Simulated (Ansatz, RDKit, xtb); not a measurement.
# C4H8FNO2: which of the isomers drawn lies lowest?

Which of a sample of isomers of C4H8FNO2 is the most stable in the gas at 298.15 K, and what are its properties? The sample is small against all isomers, and the most stable one of this formula need not be in it.

Plan: many cheap relaxations first (GFN2-xTB), then density-functional screening, relaxation at B3LYP-D3(BJ)/def2-SVP, vibrations (at GFN2-xTB) and a final energy. The numbers are computed, not measured.

## 1. Possible bonding patterns

Isomers were taken from a list of plausible structures; this is a sample, not all of them. That gives 5 candidates.

| label | SMILES | spin |
| --- | --- | --- |
| c091 | C/N=C(\O)[C@@H](F)OC | singlet |
| c242 | C/N=C(/O)[C@@H](F)OC | singlet |
| c316 | CN/C(O)=C(\F)OC | singlet |
| c449 | CN/C(O)=C(/F)OC | singlet |
| c522 | CNC(=O)[C@@H](F)OC | singlet |

Candidates are built by distance geometry, with a force field where one applies, in up to four conformers (letters a to d).

Q: Predict the outcome of this search (final energies at CCSD(T)/def2-SVP + MP2/def2-TZVPP - MP2/def2-SVP).

| quantity | value |
| --- | --- |
| lowest structure found | CNC(=O)[C@@H](F)OC, singlet |
| next finalist | C/N=C(/O)[C@@H](F)OC, singlet, 15.4 kcal/mol higher in G |
| share at equilibrium, among the finalists | 100.0 % |

The search ends on `CNC(=O)[C@@H](F)OC`. The margin of 15.4 kcal/mol over the next finalist is beyond the usual error of the last level; it says nothing of structures that weren't ranked. With 4 minima in the window unscreened, the next finalist need not be the second lowest, and margin and share hold for the finalists alone. GFN2-xTB, HF/STO-3G, r2SCAN-D4/def2-SVP, B3LYP-D3(BJ)/def2-SVP, HF/def2-SVP and MP2/def2-SVP already put its bonding pattern lowest among the structures in one piece. 4 minima inside the window were never screened. The search is not exhaustive (a finite list of starts, one conformer a finalist), so a lower isomer can't be ruled out. Only 5 drawn patterns were tried, so whole families of isomers are missing, and the result ranks only the part of this sample that was screened. The lowest isomer need not be the one that is made and kept in a bottle, which depends on barriers.
